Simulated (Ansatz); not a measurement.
# H5InOSi: vertical ionisation energy

The task here is to estimate one member of a computed series from the others.

Program: Ansatz 0.2.0, Gaussian basis. Level of theory: unrestricted cation, the program's frozen cores in correlated methods. These are calculated values, not measurements.

Plan: UKS PBE-D4/def2-TZVPP; UKS r2SCAN-D4/def2-TZVPP; UKS PBE0-D4/def2-TZVPP; UKS B3LYP-D4/def2-TZVPP; UKS wB97X-V/def2-TZVPP; UKS wB97M-V/def2-TZVPP; UKS B2PLYP/def2-TZVPP; UHF-CCSD(T)/def2-TZVPP; UHF-CCSD(T)/def2-QZVPP; extrapolation to the limit; then −ε(HOMO) from the neutral's earlier runs with LDA (SPW92), PBE-D4, revPBE-D4, BLYP-D4, r2SCAN-D4, B97M-V, PBE0-D4, B3LYP-D4, r2SCANh-D4, r2SCAN0-D4, HSE06-D4, BHLYP-D4, CAM-B3LYP-D4, LC-ωPBE, ωB97X-V, ωB97M-V.

2 further runs of the same task are left out: 2 for a known fault of the program.

## The relaxed structure

All runs share one geometry, relaxed beforehand with PBE0-D4 in a triple-zeta def2 set. In takes the def2 core potential; no spin-orbit term is included.

SMILES `[SiH3][O][InH2]`, 8 atoms, charge 0, spin multiplicity 1.

Atoms are counted from 1 here; the program's logs count them from 0.

Bond lengths: Si1–O2 1.622 Å, Si1–H4 1.496 Å, Si1–H5 1.490 Å, Si1–H6 1.491 Å, O2–In3 1.992 Å, In3–H7 1.702 Å, In3–H8 1.706 Å. Angles: O2–Si1–H4 111.8°, O2–Si1–H5 110.7°, O2–Si1–H6 110.8°, H4–Si1–H5 107.6°, H4–Si1–H6 107.6°, H5–Si1–H6 108.1°, Si1–O2–In3 138.5°, O2–In3–H7 110.2°, O2–In3–H8 112.5°, H7–In3–H8 137.3°.

Coordinates:

```xyz
8

Si   -0.75302    1.12427   -0.42360
O     0.58650    0.34476    0.05514
In    1.13167   -1.49471    0.59268
H    -1.93562    0.21043   -0.48538
H    -0.56536    1.71229   -1.78028
H    -1.08568    2.23022    0.51863
H     2.78972   -1.52786    0.97443
H    -0.16822   -2.59941    0.54839
```

Set-up of the first run:

in.yaml reads:

```yaml
crystal:
  periodic: [false, false, false]
  atoms:
    - {symbol: Si, position_ang: [-0.753017, 1.124268, -0.423602]}
    - {symbol: O, position_ang: [0.586498, 0.344762, 0.055142]}
    - {symbol: In, position_ang: [1.131673, -1.494713, 0.592678]}
    - {symbol: H, position_ang: [-1.935625, 0.210434, -0.485378]}
    - {symbol: H, position_ang: [-0.565358, 1.712285, -1.780280]}
    - {symbol: H, position_ang: [-1.085680, 2.230219, 0.518632]}
    - {symbol: H, position_ang: [2.789725, -1.527857, 0.974429]}
    - {symbol: H, position_ang: [-0.168215, -2.599408, 0.548388]}
basis:
  gaussian: {orbitals: def2-TZVPP}
total_charge: 1
magnetization: {spin_polarized: true, initial_magnetization: 1}
hamiltonian: {xc: pbe, dispersion: d4}
```

On the command line:

```sh
$ ansatz run in.yaml --threads 2 --pin off --events-out ev --progress --plain --max-ram 32768MiB --backend cpu
```

Among the steps run: Cation, UKS PBE-D4/def2-TZVPP; Cation, UKS r2SCAN-D4/def2-TZVPP; Cation, UKS PBE0-D4/def2-TZVPP; Cation, UKS B3LYP-D4/def2-TZVPP; Cation, UKS wB97X-V/def2-TZVPP; Cation, UKS wB97M-V/def2-TZVPP; Cation, UKS B2PLYP (frozen core)/def2-TZVPP; Cation, UHF-CCSD(T)/def2-TZVPP; Cation, UHF-CCSD(T)/def2-QZVPP.

One table of the session follows, with a row left open; its other results are not shown here.

Orbital estimates, from the neutral's runs:

| functional | −ε(HOMO) (eV) |
| --- | --- |
| LDA (SPW92) | 6.78 |
| PBE-D4 | 6.67 |
| revPBE-D4 | 6.62 |
| BLYP-D4 | 6.58 |
| r2SCAN-D4 | 6.98 |
| B97M-V | 7.13 |
| PBE0-D4 | 8.05 |
| B3LYP-D4 | 7.85 |
| r2SCANh-D4 | 7.50 |
| r2SCAN0-D4 | 8.27 |
| HSE06-D4 | 7.65 |
| BHLYP-D4 | 9.38 |
| CAM-B3LYP-D4 | 9.46 |
| LC-ωPBE | 10.78 |
| ωB97X-V | 10.46 |
| ωB97M-V | ? |

Q: Estimate the row for ωB97M-V from the others.

The run gave: −ε(HOMO) (eV): 10.34. In the column «−ε(HOMO) (eV)» it lies between CAM-B3LYP-D4 (9.46) and ωB97X-V (10.46).
